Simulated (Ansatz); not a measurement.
# Si4P: one candidate of a structure search, part 2 of 3

The task: take a trial cell of Si4P to zero force and stress.

Ansatz 0.2.0; DFT PBE, scalar-relativistic, plane waves, PAW.

### Step 3. A loose first relaxation

input.yaml reads:

```yaml
crystal:
  lattice:
    - [3.17193076, 0.0, 0.0]
    - [0.00667722, 3.8791819, 0.0]
    - [1.57896224, 1.27998803, 4.56294377]
  atoms:
    - { symbol: Si, position: [0.88885403, 0.60727602, 0.708058] }
    - { symbol: Si, position: [0.29268199, 0.206604, 0.88891202] }
    - { symbol: Si, position: [0.70731801, 0.793396, 0.11108798] }
    - { symbol: Si, position: [0.11114597, 0.39272398, 0.291942] }
    - { symbol: P, position: [0.5, 0.0, 0.5] }
basis:
  ecutwfc: 420
kpoints:
  mp_grid: { grid: [6, 6, 4] }
hamiltonian:
  xc: pbe
scf:
  occupations: { method: gaussian, width: 0.1 }
  lower_state_search: "off"
output:
  forces: true
  stress: true
  eigenvalues: true
relax:
  adjacent_minimum: "off"
  f_tol: 0.04
  max_steps: 70
  cell: { stress_tol: 0.4 }
```

Run with:

```bash
> ansatz run input.yaml --threads 1 --pin off --max-ram 2560MiB --backend cpu --events-out ev --progress --plain --runs-dir out
```

Output:

```text
Warning: RAYON_NUM_THREADS=1 ignored (pool sized by the plan → 1); use --threads N
Engine: ansatz 0.2.0, x86_64-unknown-linux-gnu
Pseudopotentials: kind: paw
Pseudopotential: Si, paw, valence charge 4, recommended cutoff 420 eV (normal), Si.paw.azcp
Pseudopotential: P, paw, valence charge 5, recommended cutoff 420 eV (normal), P.paw.azcp
Functional definition: PBE
  parameter kappa = 0.804
  parameter beta = 0.06672455060314922
  exchange = pbe_x(kappa = kappa, mu = beta*pi^2/3)
  correlation = pbe_c(beta = beta)
Crystal: 5 atoms, lattice volume = 56.145 Å³
Basis set: ecut = 420 eV, 1113 PW (Γ), exchange–correlation on 48×54×72 points (8 copies of the dense FFT grid, shifted against one another)
Bands: 16, of which v1, the nominal top of the filled ones, is band 11 counted from 1 (10 counted from 0)
Symmetry: 2 space group operations
Space group: P-1 (ITA 2), of the structure as read, at distance tolerance 3.8e-5 Å
k-points: 76 of 144
Non-local potential: Si, projectors of the file, l = 0: 2, l = 1: 2, l = 2: 2
Non-local potential: P, projectors of the file, l = 0: 2, l = 1: 2, l = 2: 2
PAW form: soft (Blöchl's): semilocal exchange-correlation on the pseudo side does not see the compensation charge
PAW one-centre angular grid: Si, 110 points (default); XC on 64 Gauss nodes
PAW one-centre angular grid: P, 110 points (default); XC on 64 Gauss nodes
Initial density: superposition of atomic densities (neutral atoms: chi_scale 0, normalization atom), corrected by the library's trained network
Initial wavefunctions: pseudopotential atomic-orbital guess
Functional: x = pbe(κ = 0.804, μ = 0.2195149727645171), c = pbe(β = 0.06672455060314922)
SCF iter   1: F=—  HF=-3293.360143 eV  |F-HF|=—  |Δ(HF+E_count)|=         —  Δρ=5.69e-3  dr2=4.05e-2  ethr=1.77e-3  ⟨swp⟩=7.0  Hψ=8152  notcnv=0
preconditioner: auto → Kerker (q_TF=auto, 2.316 Å⁻¹)  [metal: Δε(μ)=0.014 eV  Ē_g=9.965 eV  σ=0.100 eV  W_gap=0.08  n_scr=10 (ndim 8)  ℏωp=22.7 eV  f_vac=0.000  D(μ)=2.43/eV (n_scr^D=20)]
SCF iter   2: F=—  HF=-3293.354315 eV  |F-HF|=—  |Δ(HF+E_count)|=   5.83e-3  Δρ=2.89e-3  dr2=9.76e-3  ethr=1.93e-4  ⟨swp⟩=1.0  Hψ=1824  notcnv=0
SCF iter   3: F=—  HF=-3293.353231 eV  |F-HF|=—  |Δ(HF+E_count)|=   1.08e-3  Δρ=3.86e-4  dr2=5.73e-5  ethr=4.65e-5  ⟨swp⟩=2.5  Hψ=1740  notcnv=0
SCF iter   4: F=—  HF=-3293.353281 eV  |F-HF|=—  |Δ(HF+E_count)|=   5.02e-5  Δρ=7.67e-5  dr2=3.18e-6  ethr=2.73e-7  ⟨swp⟩=2.2  Hψ=1918  notcnv=0
iter 5 did not close the SCF: its close was put off for the readings that it lacked (scf_convergence_deferred on its scf_iter line)
SCF iter   5: F=-3293.353282 eV  HF=-3293.353282 eV  |F-HF|=2.20e-8  |Δ(HF+E_count)|=   9.77e-7  Δρ=1.26e-5  dr2=8.93e-8  ethr=1.52e-8  ⟨swp⟩=2.7  Hψ=1977  notcnv=0
SCF iter   6: F=-3293.353282 eV  HF=-3293.353282 eV  |F-HF|=8.38e-10  |Δ(HF+E_count)|=  7.74e-10  Δρ=2.25e-6  dr2=3.02e-9  ethr=4.25e-10  ⟨swp⟩=5.7  Hψ=5748  notcnv=0
SCF 1 converged in 6 iterations: F = -3293.353282 eV  dr2 = 3.02e-9
relax step   1: F+E_penalty+E_count = -3293.35328243 eV  Δ(F+E_penalty+E_count) = +0.000e0 eV  max|allowed force component| = 1.303e0 eV/Å  Δτ_max = 0.0000 Å  P = +75.606 GPa  Ω = 56.145 Å³  (6 SCF iters, dr2 threshold 1.00e-7 eV, accepted)
Crystal: 5 atoms, lattice volume = 63.898 Å³
Basis set: ecut = 420 eV, 1265 PW (Γ), exchange–correlation on 48×54×72 points (8 copies of the dense FFT grid, shifted against one another)
Initial density: handed on by an earlier stage of this run
Initial wavefunctions: those handed on with the density
iter 1 solved again at ethr=2.37e-4 eV; its pass at ethr=3.10e-3 eV (dr2=4.97e-2 eV) is discarded
SCF iter   1: F=—  HF=-3296.057583 eV  |F-HF|=—  |Δ(HF+E_count)|=         —  Δρ=6.88e-3  dr2=4.96e-2  ethr=2.37e-4  ⟨swp⟩=1.0  Hψ=8955  notcnv=0
preconditioner: auto → Kerker (q_TF=auto, 2.266 Å⁻¹)  [metal: Δε(μ)=0.036 eV  Ē_g=9.321 eV  σ=0.100 eV  W_gap=0.20  n_scr=10 (ndim 8)  ℏωp=21.3 eV  f_vac=0.000  D(μ)=2.35/eV (n_scr^D=16)]
SCF iter   2: F=—  HF=-3296.044061 eV  |F-HF|=—  |Δ(HF+E_count)|=   1.35e-2  Δρ=4.07e-3  dr2=1.54e-2  ethr=2.36e-4  ⟨swp⟩=1.0  Hψ=1216  notcnv=0
SCF iter   3: F=—  HF=-3296.040047 eV  |F-HF|=—  |Δ(HF+E_count)|=   4.01e-3  Δρ=6.19e-4  dr2=1.96e-4  ethr=7.34e-5  ⟨swp⟩=2.7  Hψ=1886  notcnv=0
SCF iter   4: F=—  HF=-3296.040115 eV  |F-HF|=—  |Δ(HF+E_count)|=   6.73e-5  Δρ=1.04e-4  dr2=7.17e-6  ethr=9.32e-7  ⟨swp⟩=2.1  Hψ=2021  notcnv=0
SCF iter   5: F=-3296.040117 eV  HF=-3296.040117 eV  |F-HF|=3.20e-8  |Δ(HF+E_count)|=   2.15e-6  Δρ=1.83e-5  dr2=1.77e-7  ethr=2.38e-9  ⟨swp⟩=7.0  Hψ=6488  notcnv=0
SCF 2 converged in 5 iterations: F = -3296.040117 eV  dr2 = 1.77e-7
relax step   2: F+E_penalty+E_count = -3296.04011674 eV  Δ(F+E_penalty+E_count) = -2.687e0 eV  max|allowed force component| = 6.507e-1 eV/Å  Δτ_max = 0.0179 Å  P = +36.745 GPa  Ω = 63.898 Å³  energy of the carried Pulay correction = -2.215e-3 eV  (5 SCF iters, dr2 threshold 5.00e-7 eV, accepted)
Crystal: 5 atoms, lattice volume = 71.134 Å³
Basis set: ecut = 420 eV, 1375 PW (Γ), exchange–correlation on 48×54×72 points (8 copies of the dense FFT grid, shifted against one another)
iter 1 solved again at ethr=1.56e-4 eV; its pass at ethr=3.10e-3 eV (dr2=3.28e-2 eV) is discarded
SCF iter   1: F=—  HF=-3297.222083 eV  |F-HF|=—  |Δ(HF+E_count)|=         —  Δρ=5.69e-3  dr2=3.29e-2  ethr=1.56e-4  ⟨swp⟩=1.3  Hψ=9117  notcnv=0
preconditioner: auto → Kerker (q_TF=auto, 2.226 Å⁻¹)  [metal: Δε(μ)=0.020 eV  Ē_g=8.808 eV  σ=0.100 eV  W_gap=0.11  n_scr=10 (ndim 8)  ℏωp=20.2 eV  f_vac=0.000  D(μ)=1.82/eV (n_scr^D=10)]
SCF iter   2: F=—  HF=-3297.214984 eV  |F-HF|=—  |Δ(HF+E_count)|=   7.10e-3  Δρ=3.47e-3  dr2=1.13e-2  ethr=1.56e-4  ⟨swp⟩=1.0  Hψ=1216  notcnv=0
SCF iter   3: F=—  HF=-3297.213027 eV  |F-HF|=—  |Δ(HF+E_count)|=   1.96e-3  Δρ=5.09e-4  dr2=1.75e-4  ethr=5.36e-5  ⟨swp⟩=2.4  Hψ=1866  notcnv=0
SCF iter   4: F=—  HF=-3297.213036 eV  |F-HF|=—  |Δ(HF+E_count)|=   8.48e-6  Δρ=9.28e-5  dr2=6.97e-6  ethr=8.33e-7  ⟨swp⟩=2.0  Hψ=2012  notcnv=0
SCF iter   5: F=-3297.213038 eV  HF=-3297.213038 eV  |F-HF|=3.15e-9  |Δ(HF+E_count)|=   2.24e-6  Δρ=1.63e-5  dr2=1.44e-7  ethr=2.38e-9  ⟨swp⟩=7.5  Hψ=6694  notcnv=0
SCF 3 converged in 5 iterations: F = -3297.213038 eV  dr2 = 1.44e-7
relax step   3: F+E_penalty+E_count = -3297.21303789 eV  Δ(F+E_penalty+E_count) = -1.173e0 eV  max|allowed force component| = 3.276e-1 eV/Å  Δτ_max = 0.0187 Å  P = +14.546 GPa  Ω = 71.134 Å³  energy of the carried Pulay correction = -4.041e-3 eV  (5 SCF iters, dr2 threshold 5.00e-7 eV, accepted)
Crystal: 5 atoms, lattice volume = 77.389 Å³
Basis set: ecut = 420 eV, 1497 PW (Γ), exchange–correlation on 48×54×72 points (8 copies of the dense FFT grid, shifted against one another)
iter 1 solved again at ethr=1.23e-4 eV; its pass at ethr=3.10e-3 eV (dr2=2.58e-2 eV) is discarded
SCF iter   1: F=—  HF=-3297.573673 eV  |F-HF|=—  |Δ(HF+E_count)|=         —  Δρ=4.97e-3  dr2=2.58e-2  ethr=1.23e-4  ⟨swp⟩=1.6  Hψ=9373  notcnv=0
preconditioner: auto → Kerker (q_TF=auto, 2.195 Å⁻¹)  [metal: Δε(μ)=0.004 eV  Ē_g=8.408 eV  σ=0.100 eV  W_gap=0.02  n_scr=10 (ndim 8)  ℏωp=19.3 eV  f_vac=0.000  D(μ)=1.70/eV (n_scr^D=10)]
SCF iter   2: F=—  HF=-3297.568945 eV  |F-HF|=—  |Δ(HF+E_count)|=   4.73e-3  Δρ=3.02e-3  dr2=9.04e-3  ethr=1.23e-4  ⟨swp⟩=1.0  Hψ=1216  notcnv=0
SCF iter   3: F=—  HF=-3297.567474 eV  |F-HF|=—  |Δ(HF+E_count)|=   1.47e-3  Δρ=3.92e-4  dr2=1.16e-4  ethr=4.31e-5  ⟨swp⟩=2.5  Hψ=1917  notcnv=0
SCF iter   4: F=—  HF=-3297.567473 eV  |F-HF|=—  |Δ(HF+E_count)|=   5.98e-7  Δρ=7.83e-5  dr2=5.92e-6  ethr=5.53e-7  ⟨swp⟩=2.5  Hψ=2033  notcnv=0
SCF iter   5: F=-3297.567475 eV  HF=-3297.567475 eV  |F-HF|=1.25e-8  |Δ(HF+E_count)|=   1.95e-6  Δρ=1.54e-5  dr2=1.66e-7  ethr=2.38e-9  ⟨swp⟩=8.5  Hψ=6860  notcnv=0
SCF 4 converged in 5 iterations: F = -3297.567475 eV  dr2 = 1.66e-7
relax step   4: F+E_penalty+E_count = -3297.56747524 eV  Δ(F+E_penalty+E_count) = -3.544e-1 eV  max|allowed force component| = 8.247e-2 eV/Å  Δτ_max = 0.0309 Å  P = +2.273 GPa  Ω = 77.389 Å³  energy of the carried Pulay correction = -5.463e-3 eV  (5 SCF iters, dr2 threshold 5.00e-7 eV, accepted)
Crystal: 5 atoms, lattice volume = 79.147 Å³
Basis set: ecut = 420 eV, 1541 PW (Γ), exchange–correlation on 48×54×72 points (8 copies of the dense FFT grid, shifted against one another)
iter 1 solved again at ethr=1.83e-5 eV; its pass at ethr=3.10e-3 eV (dr2=3.83e-3 eV) is discarded
SCF iter   1: F=—  HF=-3297.581823 eV  |F-HF|=—  |Δ(HF+E_count)|=         —  Δρ=2.05e-3  dr2=3.82e-3  ethr=1.83e-5  ⟨swp⟩=1.4  Hψ=9262  notcnv=0
preconditioner: auto → Kerker (q_TF=auto, 2.187 Å⁻¹)  [metal: Δε(μ)=0.060 eV  Ē_g=8.304 eV  σ=0.100 eV  W_gap=0.32  n_scr=10 (ndim 8)  ℏωp=19.1 eV  f_vac=0.000  D(μ)=1.64/eV (n_scr^D=10)]
SCF iter   2: F=—  HF=-3297.581199 eV  |F-HF|=—  |Δ(HF+E_count)|=   6.24e-4  Δρ=1.21e-3  dr2=1.24e-3  ethr=1.82e-5  ⟨swp⟩=1.0  Hψ=1219  notcnv=0
SCF iter   3: F=—  HF=-3297.580969 eV  |F-HF|=—  |Δ(HF+E_count)|=   2.30e-4  Δρ=1.21e-4  dr2=1.03e-5  ethr=5.88e-6  ⟨swp⟩=2.4  Hψ=1884  notcnv=0
SCF iter   4: F=—  HF=-3297.580946 eV  |F-HF|=—  |Δ(HF+E_count)|=   2.31e-5  Δρ=2.40e-5  dr2=5.50e-7  ethr=4.89e-8  ⟨swp⟩=2.6  Hψ=2043  notcnv=0
SCF iter   5: F=-3297.580946 eV  HF=-3297.580946 eV  |F-HF|=3.36e-9  |Δ(HF+E_count)|=   1.83e-7  Δρ=5.57e-6  dr2=2.85e-8  ethr=2.38e-9  ⟨swp⟩=7.2  Hψ=6389  notcnv=0
SCF 5 converged in 5 iterations: F = -3297.580946 eV  dr2 = 2.85e-8
relax step   5: F+E_penalty+E_count = -3297.58094620 eV  Δ(F+E_penalty+E_count) = -1.347e-2 eV  max|allowed force component| = 6.071e-2 eV/Å  Δτ_max = 0.0229 Å  P = -0.120 GPa  Ω = 79.147 Å³  energy of the carried Pulay correction = -5.839e-3 eV  (5 SCF iters, dr2 threshold 5.00e-7 eV, accepted)
Crystal: 5 atoms, lattice volume = 79.069 Å³
Basis set: ecut = 420 eV, 1539 PW (Γ), exchange–correlation on 48×54×72 points (8 copies of the dense FFT grid, shifted against one another)
iter 1 solved again at ethr=5.95e-6 eV; its pass at ethr=3.10e-3 eV (dr2=1.25e-3 eV) is discarded
SCF iter   1: F=—  HF=-3297.584240 eV  |F-HF|=—  |Δ(HF+E_count)|=         —  Δρ=1.17e-3  dr2=1.37e-3  ethr=5.95e-6  ⟨swp⟩=2.7  Hψ=8806  notcnv=0
preconditioner: auto → Kerker (q_TF=auto, 2.187 Å⁻¹)  [metal: Δε(μ)=0.031 eV  Ē_g=8.303 eV  σ=0.100 eV  W_gap=0.17  n_scr=10 (ndim 8)  ℏωp=19.1 eV  f_vac=0.000  D(μ)=1.83/eV (n_scr^D=10)]
SCF iter   2: F=—  HF=-3297.583975 eV  |F-HF|=—  |Δ(HF+E_count)|=   2.65e-4  Δρ=6.57e-4  dr2=4.06e-4  ethr=5.95e-6  ⟨swp⟩=1.2  Hψ=1233  notcnv=0
SCF iter   3: F=—  HF=-3297.583870 eV  |F-HF|=—  |Δ(HF+E_count)|=   1.05e-4  Δρ=5.97e-5  dr2=2.47e-6  ethr=1.94e-6  ⟨swp⟩=2.7  Hψ=2028  notcnv=0
SCF iter   4: F=-3297.583870 eV  HF=-3297.583870 eV  |F-HF|=1.01e-8  |Δ(HF+E_count)|=   1.50e-7  Δρ=1.30e-5  dr2=1.28e-7  ethr=2.38e-9  ⟨swp⟩=8.2  Hψ=6582  notcnv=0
SCF 6 converged in 4 iterations: F = -3297.583870 eV  dr2 = 1.28e-7
relax step   6: F+E_penalty+E_count = -3297.58387004 eV  Δ(F+E_penalty+E_count) = -2.924e-3 eV  max|allowed force component| = 1.879e-2 eV/Å  Δτ_max = 0.0125 Å  P = -0.036 GPa  Ω = 79.069 Å³  energy of the carried Pulay correction = -5.822e-3 eV  (4 SCF iters, dr2 threshold 5.00e-7 eV, accepted)
Basis set: ecut = 420 eV, 1539 PW (Γ), exchange–correlation on 48×60×80 points (8 copies of the dense FFT grid, shifted against one another)
Initial wavefunctions: pseudopotential atomic-orbital guess (no wavefunctions were taken with the density)
iter 1 solved again at ethr=1.67e-7 eV; its pass at ethr=3.10e-3 eV (dr2=3.50e-5 eV) is discarded
SCF iter   1: F=—  HF=-3297.621315 eV  |F-HF|=—  |Δ(HF+E_count)|=         —  Δρ=5.80e-4  dr2=2.81e-5  ethr=1.67e-7  ⟨swp⟩=3.1  Hψ=11799  notcnv=0
preconditioner: auto → Kerker (q_TF=auto, 2.187 Å⁻¹)  [metal: Δε(μ)=0.032 eV  Ē_g=8.302 eV  σ=0.100 eV  W_gap=0.18  n_scr=10 (ndim 8)  ℏωp=19.1 eV  f_vac=0.000  D(μ)=1.82/eV (n_scr^D=10)]
SCF iter   2: F=—  HF=-3297.621495 eV  |F-HF|=—  |Δ(HF+E_count)|=   1.80e-4  Δρ=3.12e-4  dr2=8.65e-6  ethr=1.34e-7  ⟨swp⟩=2.0  Hψ=2018  notcnv=0
SCF iter   3: F=—  HF=-3297.621569 eV  |F-HF|=—  |Δ(HF+E_count)|=   7.37e-5  Δρ=9.80e-6  dr2=5.19e-8  ethr=4.12e-8  ⟨swp⟩=2.0  Hψ=2031  notcnv=0
SCF iter   4: F=—  HF=-3297.621571 eV  |F-HF|=—  |Δ(HF+E_count)|=   2.01e-6  Δρ=1.02e-6  dr2=9.75e-10  ethr=1.52e-11  ⟨swp⟩=7.4  Hψ=6114  notcnv=0
SCF iter   5: F=-3297.621571 eV  HF=-3297.621571 eV  |F-HF|=1.96e-11  |Δ(HF+E_count)|=  4.32e-11  Δρ=2.86e-7  dr2=7.25e-11  ethr=4.64e-12  ⟨swp⟩=1.8  Hψ=3719  notcnv=0
SCF 7 converged in 5 iterations: F = -3297.621571 eV  dr2 = 7.25e-11
relax step   7: F+E_penalty+E_count = -3297.62157105 eV  Δ(F+E_penalty+E_count) = -3.770e-2 eV  max|allowed force component| = 1.658e-2 eV/Å  Δτ_max = 0.0000 Å  P = +0.447 GPa  Ω = 79.069 Å³  stress off target by 8.70e-1 GPa  SCF on the basis re-selected at this cell (its energy is not comparable with the rows above)  (5 SCF iters)
basis re-selected at this cell: Δ(F+E_penalty+E_count) = -3.770e-2 eV, ΔP = +0.482 GPa vs the last step (what re-selecting the basis moved, of the pressure what is left beyond the Pulay correction that the steps carried, after the strain that the cell walked since its last selection, with what the two solves' SCF thresholds leave and, on support functions, any second-order correction that the steps lacked; it is no measure of the basis error at this ecutwfc). The dense FFT grid was sized anew with the basis: this SCF ran on 24×30×40 points, the steps before it on 24×27×36, so part of this shift can come from that change (see relax.cell in the input reference). This SCF's stress stands 8.70e-1 GPa from its target on what of the cell is left free (relax.cell.stress_tol is 4.00e-1 GPa) and its largest allowed force component is 1.66e-2 eV/Å (relax.f_tol is 4.00e-2 eV/Å): not within both, so this SCF does not close the relaxation
Crystal: 5 atoms, lattice volume = 79.379 Å³
Basis set: ecut = 420 eV, 1541 PW (Γ), exchange–correlation on 48×60×80 points (8 copies of the dense FFT grid, shifted against one another)
iter 1 solved again at ethr=2.64e-7 eV; its pass at ethr=3.10e-3 eV (dr2=5.55e-5 eV) is discarded
SCF iter   1: F=—  HF=-3297.622457 eV  |F-HF|=—  |Δ(HF+E_count)|=         —  Δρ=2.54e-4  dr2=6.12e-5  ethr=2.64e-7  ⟨swp⟩=2.6  Hψ=8814  notcnv=0
preconditioner: auto → Kerker (q_TF=auto, 2.186 Å⁻¹)  [metal: Δε(μ)=0.021 eV  Ē_g=8.284 eV  σ=0.100 eV  W_gap=0.12  n_scr=10 (ndim 8)  ℏωp=19.1 eV  f_vac=0.000  D(μ)=1.82/eV (n_scr^D=10)]
SCF iter   2: F=—  HF=-3297.622444 eV  |F-HF|=—  |Δ(HF+E_count)|=   1.24e-5  Δρ=1.53e-4  dr2=2.05e-5  ethr=2.64e-7  ⟨swp⟩=1.0  Hψ=1216  notcnv=0
SCF iter   3: F=-3297.622442 eV  HF=-3297.622442 eV  |F-HF|=6.50e-8  |Δ(HF+E_count)|=   2.57e-6  Δρ=2.06e-5  dr2=3.84e-7  ethr=2.38e-9  ⟨swp⟩=6.0  Hψ=7106  notcnv=0
SCF 8 converged in 3 iterations: F = -3297.622442 eV  dr2 = 3.84e-7
relax step   8: F+E_penalty+E_count = -3297.62244177 eV  Δ(F+E_penalty+E_count) = -8.707e-4 eV  max|allowed force component| = 9.213e-3 eV/Å  Δτ_max = 0.0017 Å  P = +0.013 GPa  Ω = 79.379 Å³  energy of the carried Pulay correction = -4.118e-5 eV  (3 SCF iters, dr2 threshold 5.00e-7 eV, accepted)
iter 1 solved again at ethr=1.51e-8 eV; its pass at ethr=3.10e-3 eV (dr2=3.17e-6 eV) is discarded
SCF iter   1: F=—  HF=-3297.622485 eV  |F-HF|=—  |Δ(HF+E_count)|=         —  Δρ=2.10e-5  dr2=3.90e-7  ethr=1.51e-8  ⟨swp⟩=4.2  Hψ=12484  notcnv=0
SCF iter   2: F=—  HF=-3297.622482 eV  |F-HF|=—  |Δ(HF+E_count)|=   2.47e-6  Δρ=1.41e-5  dr2=1.78e-7  ethr=1.86e-9  ⟨swp⟩=2.0  Hψ=1947  notcnv=0
SCF iter   3: F=-3297.622482 eV  HF=-3297.622482 eV  |F-HF|=7.81e-10  |Δ(HF+E_count)|=   6.52e-8  Δρ=1.67e-6  dr2=1.91e-9  ethr=1.52e-11  ⟨swp⟩=6.2  Hψ=7034  notcnv=0
SCF 9 converged in 3 iterations: F = -3297.622482 eV  dr2 = 1.91e-9
relax step   9: F+E_penalty+E_count = -3297.62248233 eV  Δ(F+E_penalty+E_count) = -4.056e-5 eV  max|allowed force component| = 9.196e-3 eV/Å  Δτ_max = 0.0000 Å  P = +0.013 GPa  Ω = 79.379 Å³  stress off target by 3.59e-1 GPa  SCF on the basis re-selected at this cell (its energy is not comparable with the rows above)  (3 SCF iters)
basis re-selected at this cell: Δ(F+E_penalty+E_count) = -4.056e-5 eV, ΔP = +0.000 GPa vs the last step (what re-selecting the basis moved, of the pressure what is left beyond the Pulay correction that the steps carried, after the strain that the cell walked since its last selection, with what the two solves' SCF thresholds leave and, on support functions, any second-order correction that the steps lacked; it is no measure of the basis error at this ecutwfc). This SCF's stress stands 3.59e-1 GPa from its target on what of the cell is left free (relax.cell.stress_tol is 4.00e-1 GPa) and its largest allowed force component is 9.20e-3 eV/Å (relax.f_tol is 4.00e-2 eV/Å): within both
SCF converged after 3 iterations
Free energy (F): -3297.622482 eV
Harris-Foulkes:  -3297.622482 eV  (|F-HF|=7.81e-10)
Internal energy: -3297.613377 eV  (E = F + TS)
E sigma→0 (E₀):  -3297.617930 eV
Entropy (-TS):   -0.009105 eV (-1.821 meV/atom)
Fermi energy:    9.150035 eV
--- Per-component energies (eV) ---
  E_band       = 75.680394
  E_kinetic    = 232.677265
  E_local      = -61.412379  (includes V_loc(G=0)·N_el)
  E_nonlocal   = 135.833434
  E_hartree    = 17.416415
  E_xc         = -284.113074
  E_vxc        = -250.350878  (∫ρ·V_xc dr)
  E_paw        = -2618.772152  (= ΣΔE_a)
  E_vpaw       = -15.900082  (= ΣTr[D̂ρ^β])
  E_aug_tail   = 0.000030  (compensation charges beyond the density's cutoff)
  E_ewald      = -719.242918
  E_smearing   = -0.009105  (= −TS)
  E_closure    = -0.000000  (closes the sum)
  Σ components = -3297.622482   (vs F -3297.622482, Δ=0.00e0)
--- Forces (eV/Å), atoms counted from 1 ---
  atom   1  Si    -0.00311275     0.00453770     0.00203026
  atom   2  Si     0.00116019     0.00919556    -0.00278051
  atom   3  Si    -0.00116019    -0.00919556     0.00278051
  atom   4  Si     0.00311275    -0.00453770    -0.00203026
  atom   5  P      0.00000000     0.00000000     0.00000000
  max |Σ_I F_I| component: 0.00e0 eV/Å
--- Stress (GPa, compression-positive) ---
       -0.131519       0.026361       0.053994
        0.026361       0.089685       0.267091
        0.053994       0.267091       0.080866
  P = ⅓ Tr σ = 0.0130 GPa (0.130 kbar)
--- Band table (eV; the first three rows and the last of 76) ---
  k-point 0: bands = ["-4.8944", "0.1369", "1.1574", "2.7118", "2.9344", "4.8683", "5.3821", "6.3252", "7.5157", "8.3370", "8.3814", "11.7529", "12.3119", "13.6789", "13.9951", "14.5462"]
  k-point 1: bands = ["-4.5905", "-1.5554", "1.9776", "2.6264", "4.1299", "4.7029", "5.8513", "6.8754", "7.1649", "8.5036", "9.6357", "11.5249", "11.6249", "12.4331", "12.6594", "13.4525"]
  k-point 2: bands = ["-4.0479", "-2.7326", "1.9846", "2.4507", "5.0582", "5.5808", "5.8291", "7.2193", "8.0763", "9.7106", "9.7845", "9.9017", "10.5748", "10.9051", "12.9360", "13.1332"]
  k-point 75: bands = ["-1.8983", "0.1997", "0.4615", "1.5560", "1.5966", "2.2941", "4.7322", "5.2101", "6.2588", "6.9136", "10.2461", "10.9695", "12.5047", "12.9198", "14.7454", "14.7924"]
--- Relaxed structure (7 steps of the walk, 7 accepted, 2 SCFs on fresh bases) ---
  F+E_penalty+E_count = -3297.62248233 eV   max|allowed force component| = 9.196e-3 eV/Å   (the final SCF, on the basis selected at the relaxed cell)
  cell:  # Å, volume = 79.3786 Å³
    - [3.570076512039099, -0.032743733019523776, -0.0320240380591389]
    - [-0.03252930722234657, 4.466281793115234, 0.043356357763422934]
    - [1.7178749939503553, 1.50851051333179, 4.977906971126294]
  atoms:
    - { symbol: Si, position: [0.9042652920107146, 0.6044549900926721, 0.694986115910085] }
    - { symbol: Si, position: [0.30173625980306895, 0.19396567305200524, 0.8976412548712865] }
    - { symbol: Si, position: [0.6982637401969316, 0.8060343269479945, 0.10235874512871312] }
    - { symbol: Si, position: [0.09573470798928557, 0.39554500990732744, 0.3050138840899148] }
    - { symbol: P, position: [0.5, 2.7755575615628914e-17, 0.5] }
```

Run time: 24 s. Hardware: 1 thread of AMD EPYC 9R14 (Zen 4), shared host; peak memory 0.44 GiB.

The steps of the relaxation:

```csv
step,energy from step 1 (eV/cell),largest force component (eV/Å),pressure (GPa),volume (Å³)
1,0.0000,1.3034,75.61,56.14
2,-2.6868,0.6507,36.75,63.90
3,-3.8598,0.3276,14.55,71.13
4,-4.2142,0.0825,2.27,77.39
5,-4.2277,0.0607,-0.12,79.15
6,-4.2306,0.0188,-0.04,79.07
7,-4.2683,0.0166,0.45,79.07
8,-4.2692,0.0092,0.01,79.38
9,-4.2692,0.0092,0.01,79.38
```

Step 1 is the start. Steps 7, 9 each repeat the geometry before them on a plane-wave basis chosen anew, so the energy can jump there without any move.

|  | before | after | change |
| --- | --- | --- | --- |
| a (Å) | 3.172 | 3.570 | +12.6 % |
| b (Å) | 3.879 | 4.467 | +15.1 % |
| c (Å) | 4.995 | 5.478 | +9.7 % |
| α (°) | 75.12 | 73.63 | -2.0 % |
| β (°) | 71.57 | 72.37 | +1.1 % |
| γ (°) | 89.90 | 90.95 | +1.2 % |
| volume (Å³/atom) | 11.23 | 15.88 | +41.4 % |
| shortest distance (Å) | 2.200 | 2.479 | +12.7 % |
| space group (0.01 Å) | P-1 | P-1 | same |

The run keeps the 2 symmetry operations of the start, so it could not have lowered the symmetry.

[end of part 2 of 3]
